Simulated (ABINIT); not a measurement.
Crystal: GdO.

```
Gd O
1.0
     0.00000    2.70000    2.70000
     2.70000    0.00000    2.70000
     2.70000    2.70000    0.00000
Gd O
1 1
Direct
  0.00000 0.00000 0.00000
  0.25000 0.25000 0.25000
```

The cell comes from a database or a generator and needn't be the stable form of this composition.

Base run:

```yaml
Program: ABINIT 10.8.3 (patched build)
Functional: LDA
Potentials_or_basis: JTH PAW PBE v2.0
Cutoff: 626 eV
k_mesh: 9 × 9 × 9
Occupations: fermi-dirac, width 0.05 eV
Spin: collinear spin, ferromagnetic start
Starting_moments: "[7.0, 0.0] μB"
Hubbard_terms: Gd f U = 8 eV
```

Its results: band gap on the k mesh none (metal or under the smearing width); pressure -5.3 GPa; net moment 7.84 μB per cell; site moments Gd +7.25; O -0.01 μB.

The run is repeated on the same cell with these changes: hubbard terms from Gd f U = 8 eV to Gd f U = 4 eV. What comes out?

Band gap on the k mesh none (metal or under the smearing width); pressure -5.7 GPa; net moment 7.83 μB per cell; site moments Gd +7.22; O -0.01 μB.

Caveats: the PAW data sets were made with another functional, which shifts forces and pressure a little; spin-orbit coupling is left out, which moves the levels of the heavy elements; a cell with one magnetic atom can't hold antiferromagnetic order, which such compounds often take.
